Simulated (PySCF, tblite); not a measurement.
# C₄H₁₀NOP: geometry, infrared bands and NMR shifts

Aim: predict the infrared bands and NMR shifts of C₄H₁₀NOP (`CNP(C)C(C)=O`).

Programs: tblite 0.8.0 and PySCF 2.14.0, with density-fitted response routines of our own. Each step states its level of theory. These are calculated values for one molecule in the gas phase, unless marked as measured. Atoms count from 0, in the outputs and in this text.

### 1 The starting structure

17 atoms, charge 0, multiplicity 1; geometry from: force field or distance geometry start.

Bonds of the start (Å): C0–N1 1.42, N1–P2 1.74, P2–C3 1.85, P2–C4 1.80, C4–C5 1.50, C4–O6 1.24, C0–H7 1.12, C0–H8 1.12, C0–H9 1.13, N1–H10 1.02, C3–H11 1.12, C3–H12 1.10, C3–H13 1.11, C5–H14 1.11, C5–H15 1.10, C5–H16 1.12.

### 2 Relaxing the molecule with GFN2-xTB

The job: settings as JSON, then the geometry in Å.

```
{"job": {"kind": "relax", "xc": "GFN2-xTB", "basis": "xTB"}, "charge": 0, "multiplicity": 1}
C     -2.189800    -1.345400    -0.097400
N     -1.340300    -0.540900    -0.908400
P     -0.075100     0.348700    -0.115100
C     -0.256300     2.192300    -0.043300
C      1.620600    -0.209100    -0.334100
C      2.360000    -0.740000     0.858500
O      2.225700    -0.181800    -1.418800
H     -2.260000    -0.942400     0.948900
H     -1.832300    -2.400800    -0.030400
H     -3.228500    -1.279600    -0.529500
H     -1.713000    -0.212800    -1.800800
H      0.724600     2.685100    -0.249200
H     -0.975300     2.612700    -0.768300
H     -0.515600     2.538500     0.978700
H      1.718400    -1.538900     1.272600
H      3.377200    -1.077000     0.626900
H      2.352800     0.103400     1.599900
```

Started as:

```console
$ OMP_NUM_THREADS=1 python probes_run.py task.json out
```

The driver reads the jobs from task.json and runs them one after another.

**Question.** This job is followed by: GFN2-xTB harmonic vibrations, gas phase; GIAO PBE0/pcSseg-1 NMR shielding, non-relativistic, gas phase. Predict these results of the whole session: strongest single infrared mode (GFN2-xTB); zero-point energy (GFN2-xTB); ¹³C shifts against TMS (PBE0/pcSseg-1); ¹H shifts against TMS (PBE0/pcSseg-1, means over atoms taken as alike); ¹⁵N shifts against NH3 (PBE0/pcSseg-1); ³¹P shifts against H3PO4 (PBE0/pcSseg-1); ¹⁷O shifts against H2O (PBE0/pcSseg-1); surface potential, 1st and 99th percentile.

As calculated:

| quantity | value |
| --- | --- |
| strongest single infrared mode (GFN2-xTB) | 1739 cm⁻¹, 303 km/mol |
| zero-point energy (GFN2-xTB) | 85.3 kcal/mol |
| ¹³C shifts against TMS (PBE0/pcSseg-1) | 235.8, 36.7, 32.3, 22.4 ppm |
| ¹H shifts against TMS (PBE0/pcSseg-1, means over atoms taken as alike) | 2.70, 2.33, 1.60, 1.13 ppm |
| ¹⁵N shifts against NH3 (PBE0/pcSseg-1) | 31.9 ppm |
| ³¹P shifts against H3PO4 (PBE0/pcSseg-1) | 21.9 ppm |
| ¹⁷O shifts against H2O (PBE0/pcSseg-1) | 692.6 ppm |
| surface potential, 1st and 99th percentile | -1.42 V and 1.12 V |

The optimisation took 140 steps and gained 2.252 eV; among the close pairs (by a distance rule), P2–C4 changed most, from 1.798 to 1.883 Å. All 45 modes are real, so the xTB geometry is a minimum. The strongest single mode, at 1739 cm⁻¹, moves mainly C4 and O6. GFN2-xTB is a fitted tight-binding method: band positions and strengths are rough. Its intensities can rank the bands wrongly. The most deshielded hydrogen is H7, H8, H9 (mean) (hydrogen on a methyl carbon bonded to N), at 2.70 ppm: its carbon carries N, an electronegative neighbour. At PBE0/pcSseg-1: Shielding is most anisotropic at O6 (span 1395 ppm, paramagnetic term -760 ppm). By nearest atom (PBE0/pcSseg-1), the HOMO sits on O6 27 %; P2 23 % and the LUMO on C4 44 %; O6 28 %.
